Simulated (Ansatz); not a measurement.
# Ge4As: the cost of one run

Computed with Ansatz 0.2.0 (DFT PBE, scalar-relativistic, plane waves, PAW, unless a step's input says otherwise).

### Step 1. The starting structure

Symmetry: Pmmm, No. 47, orthorhombic system. Conventional cell: a = 4.153 Å, b = 4.376 Å, c = 6.672 Å, α = 90.00°, β = 90.00°, γ = 90.00°. Ge (site symmetry m) has 3 Ge at 2.04 to 2.76 Å and 2 As at 2.79 Å as nearest neighbours. As (site symmetry mmm) has 8 Ge at 2.79 Å as nearest neighbours.

As a file:

```xyz
5
Lattice="4.1532 0.0000 0.0000 0.0000 4.3759 0.0000 0.0000 0.0000 6.6723" Properties=species:S:1:pos:R:3 pbc="T T T"
Ge    1.0178    0.0000    4.7155
Ge    1.0178    0.0000    1.9567
Ge    3.1354    0.0000    4.7155
Ge    3.1354    0.0000    1.9567
As    2.0766    2.1879    3.3361
```

The cell is invented: random cell by space group and Wyckoff sites (Pmmm, No. 47). Lengths come from tabulated atomic sizes and are only a guess.

### Step 2. Probe: one point on a coarse mesh

File input.yaml:

```yaml
crystal:
  lattice:
    - [4.15315415, 0.0, 0.0]
    - [0.0, 4.37587097, 0.0]
    - [0.0, 0.0, 6.67227309]
  atoms:
    - { symbol: Ge, position: [0.24506717, 0.0, 0.70673623] }
    - { symbol: Ge, position: [0.24506717, 0.0, 0.29326377] }
    - { symbol: Ge, position: [0.75493283, 0.0, 0.70673623] }
    - { symbol: Ge, position: [0.75493283, 0.0, 0.29326377] }
    - { symbol: As, position: [0.5, 0.5, 0.5] }
basis:
  ecutwfc: 420
kpoints:
  mp_grid: { grid: [4, 4, 4] }
hamiltonian:
  xc: pbe
scf:
  occupations: { method: gaussian, width: 0.1 }
  lower_state_search: "off"
output:
  forces: true
  stress: true
  eigenvalues: true
```

Started as:

```
ansatz run input.yaml --threads 1 --pin off --max-ram 2560MiB --backend cpu --events-out ev --progress --plain --runs-dir out
```

**Question.** How long does this run take on 1 thread of Intel Xeon Platinum 8259CL at 2.50GHz (Skylake/Cascade Lake), shared host, and how much memory does it need?

About 8.2 s, with a peak of 0.48 GiB.
